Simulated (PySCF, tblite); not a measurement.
# C8H9B: geometry, infrared bands and NMR shifts

Wanted: the infrared bands and NMR shifts of C8H9B (`B[C@@H]1CC(=C)/C1=C/C#C`), by calculation.

Computed with tblite 0.8.0 and PySCF 2.14.0, with density-fitted response routines of our own, on a single molecule in the gas phase. Atoms count from 0, in the outputs and in this text.

## Step 1: The molecule as given

18 atoms, charge 0, multiplicity 1; geometry from: force field or distance geometry start.

Bonds of the start (Å): B0–C1 1.61, C1–C2 1.46, C2–C3 1.48, C3–C4 1.33, C3–C5 1.52, C5–C6 1.34, C6–C7 1.44, C7–C8 1.20, C5–C1 1.50, B0–H9 1.19, B0–H10 1.17, C1–H11 1.10, C2–H12 1.13, C2–H13 1.12, C4–H14 1.08, C4–H15 1.08, C6–H16 1.08, C8–H17 1.05.

## Step 2: Relaxing the molecule with GFN2-xTB

The job: settings as JSON, then the geometry in Å.

```
{"job": {"kind": "relax", "xc": "GFN2-xTB", "basis": "xTB"}, "charge": 0, "multiplicity": 1}
B     -0.412300     1.602900     1.308700
C     -0.688000     0.813400    -0.065600
C     -1.800700    -0.123700     0.006900
C     -0.905400    -1.277500    -0.209500
C     -1.060200    -2.600400    -0.285300
C      0.269600    -0.320600    -0.266900
C      1.585100    -0.450400    -0.459800
C      2.452300     0.701000    -0.490100
C      3.172700     1.658100    -0.524600
H     -1.212700     2.402500     1.685700
H      0.606500     1.500200     1.877400
H     -0.730600     1.478100    -0.938800
H     -2.337100    -0.182300     0.995400
H     -2.506100     0.000100    -0.854500
H     -2.048100    -3.027600    -0.208700
H     -0.202400    -3.235200    -0.437400
H      2.009300    -1.435600    -0.591600
H      3.799500     2.503300    -0.553000
```

The run is started by

```bash
OMP_NUM_THREADS=1 python probes_run.py task.json out
```

One launch serves the whole session: the jobs run in the order shown.

**Question.** This job is followed by: GFN2-xTB harmonic vibrations, gas phase; GIAO PBE0/pcSseg-1 NMR shielding, non-relativistic, gas phase. Predict these results of the whole session: strongest single infrared mode (GFN2-xTB); zero-point energy (GFN2-xTB); 13C shifts against TMS (PBE0/pcSseg-1); 1H shifts against TMS (PBE0/pcSseg-1, means over atoms taken as alike); 11B shifts against BF3·OEt2 (PBE0/pcSseg-1).

**Answer**, as computed:

| quantity | value |
| --- | --- |
| strongest single infrared mode (GFN2-xTB) | 2683 cm⁻¹, 109 km/mol |
| zero-point energy (GFN2-xTB) | 85.4 kcal/mol |
| 13C shifts against TMS (PBE0/pcSseg-1) | 159.2, 154.6, 113.8, 108.2, 95.3, 86.6, 46.3, 35.9 ppm |
| 1H shifts against TMS (PBE0/pcSseg-1, means over atoms taken as alike) | 7.65, 6.02, 5.77, 5.29, 4.16, 3.01, 2.95, 2.92 ppm |
| 11B shifts against BF3·OEt2 (PBE0/pcSseg-1) | 83.1 ppm |

What this shows: Relaxing lowered the energy by 0.441 eV in 141 steps; the close pair that moved most is C1–C2, from 1.457 to 1.552 Å. All 48 modes are real, so the xTB geometry is a minimum. The strongest single mode, at 2683 cm⁻¹, moves mainly H10. Unscaled tight-binding wavenumbers are off by several per cent, some by more. Its intensities can rank the bands wrongly. At PBE0/pcSseg-1: The widest tensor belongs to C7: span 296 ppm, with a paramagnetic part of -154 ppm.
